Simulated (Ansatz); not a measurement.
# Zn2CdTe3: the cost of one run

Method: DFT PBE, scalar-relativistic, plane waves, PAW, in Ansatz 0.2.0.

## (1) The structure to begin with

The structure is hexagonal, space group P6_3mc (No. 186). The conventional cell has a = 4.457 Å, b = 4.457 Å, c = 22.111 Å, α = 90.00°, β = 90.00°, γ = 120.00°. Zn (site symmetry 3m) is surrounded by 4 Te at 2.69 to 2.71 Å. Zn (site symmetry 3m) is surrounded by 4 Te at 2.68 to 2.71 Å. Cd (site symmetry 3m) has 4 Te at 2.81 to 2.85 Å in its first shell of neighbours. Te (site symmetry 3m) has 4 Zn at 2.69 to 2.71 Å in its first shell of neighbours. Te (site symmetry 3m) is surrounded by 3 Zn at 2.71 Å and 1 Cd at 2.85 Å. Te (site symmetry 3m) has 1 Zn at 2.68 Å and 3 Cd at 2.81 Å in its first shell of neighbours.

As a file:

```
Zn Cd Te
1.0
     4.45723    0.00000    0.00000
    -2.22862    3.86008    0.00000
     0.00000    0.00000   22.11144
Zn Cd Te
4 2 6
Cartesian
  0.0000 2.5734 0.0694
  0.0000 2.5734 14.6660
  2.2286 1.2867 3.6102
  2.2286 1.2867 11.1251
  0.0000 2.5734 7.4162
  2.2286 1.2867 18.4719
  0.0000 2.5734 2.7552
  0.0000 2.5734 10.2657
  0.0000 2.5734 17.3422
  2.2286 1.2867 6.2864
  2.2286 1.2867 13.8109
  2.2286 1.2867 21.3215
```

The start is the relaxed end of an invented cell (made as: elements ordered on the sites of the ZnTe type, Zn/Cd on Zn (P6_3mc, No. 186)), taken up again for a closer look.

## (2) A first look at the guess

Contents of input.yaml:

```yaml
crystal:
  lattice:
    - [4.4572322, 0.0, 0.0]
    - [-2.2286161, 3.8600763, 0.0]
    - [0.0, 0.0, 22.1114411]
  atoms:
    - { symbol: Zn, position: [0.3333333, 0.6666667, 0.003139] }
    - { symbol: Zn, position: [0.3333333, 0.6666667, 0.663275] }
    - { symbol: Zn, position: [0.6666667, 0.3333333, 0.163275] }
    - { symbol: Zn, position: [0.6666667, 0.3333333, 0.503139] }
    - { symbol: Cd, position: [0.3333333, 0.6666667, 0.3354] }
    - { symbol: Cd, position: [0.6666667, 0.3333333, 0.8354] }
    - { symbol: Te, position: [0.3333333, 0.6666667, 0.124606] }
    - { symbol: Te, position: [0.3333333, 0.6666667, 0.464273] }
    - { symbol: Te, position: [0.3333333, 0.6666667, 0.784307] }
    - { symbol: Te, position: [0.6666667, 0.3333333, 0.284307] }
    - { symbol: Te, position: [0.6666667, 0.3333333, 0.624606] }
    - { symbol: Te, position: [0.6666667, 0.3333333, 0.964273] }
basis:
  ecutwfc: 420
kpoints:
  mp_grid: { grid: [6, 6, 1] }
hamiltonian:
  xc: pbe
scf:
  occupations: { method: gaussian, width: 0.1 }
  lower_state_search: "off"
output:
  forces: true
  stress: true
  eigenvalues: true
```

The run is started by

```console
$ ansatz run input.yaml --threads 4 --pin off --max-ram 8192MiB --backend cpu --events-out ev --progress --plain --runs-dir out
```

**Question.** How long does this run take on 4 threads of Intel Xeon Platinum 8375C at 2.90GHz (Ice Lake), shared host, and how much memory does it need?

About 6.2 s, with a peak of 1.2 GiB.
